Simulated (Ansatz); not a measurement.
Ba3CaO4, space group Pm-3m, a relaxation of cell and ions

Program: the Ansatz DFT code, driven from Python.

Notebook, run cell by cell (the value of a cell's last expression is shown):

**Cell 1**
```python
from pathlib import Path
import json
import warnings

import ansatz as az
from ase import Atoms
from ase.neighborlist import neighbor_list
import numpy as np
```

**Cell 2**
```python
def edges_and_angles(cell):
    cell = np.asarray(cell)
    a, b, c = np.linalg.norm(cell, axis=1)
    cosines = cell[1] @ cell[2] / (b * c), cell[0] @ cell[2] / (a * c), cell[0] @ cell[1] / (a * b)
    return (a, b, c, *np.degrees(np.arccos(cosines)))
```

**Cell 3**
```python
warnings.simplefilter("ignore", az.DeckWarning)
```

**Cell 4**
```python
crystal = (
    az.Lattice.cubic(5.478772)
    .space_group(221)
    .atom("Ba", (0.0, 0.0, 0.5))
    .atom("Ca", (0.5, 0.5, 0.5))
    .atom("O", (0.0, 0.0, 0.0))
    .atom("O", (0.5, 0.5, 0.0))
)
```

**Cell 5**
```python
# a pressure is positive in compression
calculation = (
    crystal.calculation()
    .functional("r2scan")
    .basis(550)
    .kpoints(length=16)
    .occupations("fixed")
    .scf(tolerance=1e-08)
    .relax(max_steps=40, pressure=100 * az.kbar, stress_tolerance=0.1)
    .density()
    .potential()  # keep the local potentials
    .electron_localization_function()
    .output_files(volumetric_format="npy")
)
out = calculation.run(threads=1, events_out="ba3cao4.ndjson")
with open("ba3cao4.ndjson") as stream:
    events = [json.loads(line) for line in stream]
steps = [e["data"] for e in events if e["event"] == "relax_step"]
data = out.report
```

**Cell 6**
```python
out.unlabelled_reasons
```

**Cell 7**
```python
for s in steps:
    flag = "" if s["accepted"] else "  (rejected)"
    print("step %2d  E = %.5f eV  largest force component = %.4f eV/A%s" % (s["step"], s["lagrangian_ev"], s["allowed_force_max_ev_ang"], flag))
```
Output:
```text
step  1  E = -22000.82548 eV  largest force component = 0.0000 eV/A
step  2  E = -22000.34442 eV  largest force component = 0.0000 eV/A
step  3  E = -22000.49023 eV  largest force component = 0.0000 eV/A
step  4  E = -22000.46548 eV  largest force component = 0.0000 eV/A
step  5  E = -22000.45956 eV  largest force component = 0.0000 eV/A
```

**Cell 8**
```python
first, last = steps[0], steps[-1]
symbols = [site.symbol for site in out.lattice.sites]
print(f"energy gained {first['lagrangian_ev'] - last['lagrangian_ev']:.4f} eV in {len(steps) - 1} steps")
for label, vectors in (("before", first["cell_ang"]), ("after", out.lattice.cell_ang)):
    print(label, "a b c (A) {:.4f} {:.4f} {:.4f}  angles {:.2f} {:.2f} {:.2f}".format(*edges_and_angles(vectors)), f" V = {abs(np.linalg.det(vectors)):.3f} A^3")
print("final stress xx yy zz (GPa, compression positive):", np.round(np.diag(data["stress_gpa"]), 3) + 0.0)
```
Output:
```text
energy gained -0.3659 eV in 4 steps
before a b c (A) 5.4788 5.4788 5.4788  angles 90.00 90.00 90.00  V = 164.456 A^3
after a b c (A) 5.2338 5.2338 5.2338  angles 90.00 90.00 90.00  V = 143.364 A^3
final stress xx yy zz (GPa, compression positive): [9.986 9.986 9.986]
```

**Cell 9**
```python
final = Atoms(symbols, positions=last["positions_ang"], cell=out.lattice.cell_ang, pbc=True)
i, j, d = neighbor_list("ijd", final, 4.5)
print("neighbours within 1.1 times the shortest distance of each atom (A)")
for atom in range(len(final)):
    near = [m for m in np.argsort(d) if i[m] == atom]
    shell = [m for m in near if d[m] < 1.1 * d[near[0]]]
    print(f"{symbols[atom]}{atom} ({len(shell)}):", ", ".join(f"{symbols[j[m]]} {d[m]:.3f}" for m in shell))
```
Output:
```text
neighbours within 1.1 times the shortest distance of each atom (A)
Ba0 (6): O 2.617, O 2.617, O 2.617, O 2.617, O 2.617, O 2.617
Ba1 (6): O 2.617, O 2.617, O 2.617, O 2.617, O 2.617, O 2.617
Ba2 (6): O 2.617, O 2.617, O 2.617, O 2.617, O 2.617, O 2.617
Ca3 (6): O 2.617, O 2.617, O 2.617, O 2.617, O 2.617, O 2.617
O4 (6): Ba 2.617, Ba 2.617, Ba 2.617, Ba 2.617, Ba 2.617, Ba 2.617
O5 (6): Ba 2.617, Ba 2.617, Ca 2.617, Ca 2.617, Ba 2.617, Ba 2.617
O6 (6): Ca 2.617, Ba 2.617, Ba 2.617, Ba 2.617, Ba 2.617, Ca 2.617
O7 (6): Ba 2.617, Ca 2.617, Ba 2.617, Ba 2.617, Ba 2.617, Ca 2.617
```

**Cell 10**
```python
change = np.array(last["positions_ang"]) @ np.linalg.inv(last["cell_ang"]) - np.array(first["positions_ang"]) @ np.linalg.inv(first["cell_ang"])
moved = np.linalg.norm(change @ np.array(last["cell_ang"]), axis=1)
print("displacement within the cell, strain taken out (A):", " ".join(f"{s}:{d:.3f}" for s, d in zip(symbols, moved)))
```
Output:
```text
displacement within the cell, strain taken out (A): Ba:0.000 Ba:0.000 Ba:0.000 Ca:0.000 O:0.000 O:0.000 O:0.000 O:0.000
```

**Cell 11**
```python
print("%-22s %14.5f eV" % ("F = E - TS", data["free_energy_ev"]))
print("%-22s %14.5f eV" % ("E", data["internal_energy_ev"]))
print("%-22s %14.5f eV" % ("Harris-Foulkes", data["harris_foulkes_ev"]))
print("%-22s %14.5f eV" % ("Fermi level", data["fermi_energy_ev"]))
```
Output:
```text
F = E - TS               -22000.45956 eV
E                        -22000.45956 eV
Harris-Foulkes           -22000.45956 eV
Fermi level                   9.68553 eV
```

**Cell 12**
```python
used = data["setup"]
print("cutoffs (eV):", used["ecut_ev"], used["ecutrho_ev"], " FFT grid:", used["fft_dense"])
print("cell volume {:.3f} A^3, {} symmetry operations".format(used["cell_volume_ang3"], used["n_sym_ops"]))
```
Output:
```text
cutoffs (eV): 550.0 2200.0  FFT grid: [45, 45, 45]
cell volume 143.364 A^3, 48 symmetry operations
```

**Cell 13**
```python
folder = Path(out.write_results("fields"))
print("densities in e/A^3, potentials in eV, ELF without unit")
for name in sorted(p.name for p in folder.glob("*.npy")):
    field = np.load(folder / name)
    print(f"{name:16s} {str(field.shape):16s} min {field.min():10.4f}  mean {field.mean():10.4f}  max {field.max():10.4f}")
```
Output:
```text
densities in e/A^3, potentials in eV, ELF without unit
elf.npy          (45, 45, 45)     min     0.0000  mean     0.3383  max     0.8873
rho.npy          (45, 45, 45)     min     0.0243  mean     0.4464  max     7.5549
v_es.npy         (45, 45, 45)     min   -67.3073  mean     5.0215  max    13.9288
v_tot.npy        (45, 45, 45)     min  -101.0556  mean    -5.7748  max     8.0314
```

Total energies depend on the potentials; only differences at equal settings carry meaning. A total without «per atom» is that of the cell as typed. Forces vanish by symmetry, so the ions can't move, and the end may be a saddle. Part of the cell is held or a pressure is applied, so the end point needn't be the zero-pressure lattice. At a fixed pressure a relaxation lowers the enthalpy F + PV, while F alone can rise. Under fixed occupations the level called the Fermi level is the highest filled one on the SCF mesh; off the mesh a filled band can lie a little above it. An absolute Fermi energy rests on an arbitrary zero of the periodic potential and has no direct meaning. Energies along a relaxation are free energies. Rows at an unchanged volume are solved on a plane-wave basis chosen afresh for that cell, so the energy jumps there and such rows are no steps of the walk. The program warned that this SCF threshold is loose for forces or stresses. Symmetry holds the cell in this phase, whether or not it is the stable one at this pressure. The fields are valence quantities on the plane-wave grid; their values near the nuclei depend on the potentials. This cell is a computed structure, which may not be the phase found in nature. The script silences the warnings on its input, which a real study should read. Run time: 19 s on 1 thread of Intel(R) Xeon(R) 6975P-C (Granite Rapids), on a shared host, peak memory 0.95 GiB.

(Lines on the test bed's own set-up are left out of the output.)
